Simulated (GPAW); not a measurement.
## GaSb3: band structure with PBEsol

Crystal: GaSb3.

```xyz
4
Lattice="0.0000 3.7306 3.7306 3.7306 0.0000 3.7306 3.7306 3.7306 0.0000" Properties=species:S:1:pos:R:3 pbc="T T T"
Sb    3.7306    3.7306    3.7306
Sb    5.5959    5.5959    5.5959
Sb    1.8653    1.8653    1.8653
Ga    0.0000    0.0000    0.0000
```

The cell comes from a database or a generator and needn't be the stable form of this composition.

```json
{
 "Program": "GPAW 26.7.0",
 "Task": "band structure",
 "Functional": "PBEsol",
 "Potentials or basis": "PAW data sets generated in the run's folder for this functional",
 "Cutoff": "600 eV",
 "Basis": "pw",
 "k mesh": "6 × 6 × 6",
 "Occupations": "fermi-dirac, width 0.05 eV",
 "Spin": "no spin polarisation",
 "Maxiter": "150",
 "Band path": "GXWKGLUWLK,UX",
 "Band points": "80"
}
```

The pressure is -3.8 GPa and the band gap along the path is none (metal or under the smearing width).

Levels at the corners of the path, in eV from the Fermi level:
```
point  band 20  band 21  band 22  band 23  band 24  band 25  band 26  band 27  band 28  band 29
    Γ    -2.68    -2.68    -2.68    -2.51    -2.51    -2.51    -0.81    -0.81    -0.81     3.36
    X    -5.28    -5.28     0.47     0.81     0.94     0.94     1.76     1.76     1.92     3.60
    W    -3.10    -3.10    -2.62    -2.54     1.31     1.42     2.04     2.04     3.17     3.81
    K    -4.95    -3.09    -1.54    -1.05    -0.01     0.82     1.34     2.69     2.96     4.13
    Γ    -2.68    -2.68    -2.68    -2.51    -2.51    -2.51    -0.81    -0.81    -0.81     3.36
    L    -3.66    -3.66    -2.72    -2.72    -0.51    -0.17     1.93     1.93     2.85     2.85
    U    -4.95    -3.09    -1.54    -1.05    -0.01     0.82     1.34     2.69     2.96     4.13
    W    -3.10    -3.10    -2.62    -2.54     1.31     1.42     2.04     2.04     3.17     3.81
    L    -3.66    -3.66    -2.72    -2.72    -0.51    -0.17     1.93     1.93     2.85     2.85
    K    -4.95    -3.09    -1.54    -1.05    -0.01     0.82     1.34     2.69     2.96     4.13
    U    -4.95    -3.09    -1.54    -1.05    -0.01     0.82     1.34     2.69     2.96     4.13
    X    -5.28    -5.28     0.47     0.81     0.94     0.94     1.76     1.76     1.92     3.60
```

Wall time 3.8 min on 1 thread of Arm Neoverse V2, on a shared host, peak memory 0.58 GiB.

Caveat: spin-orbit coupling is left out, which moves the levels of the heavy elements.
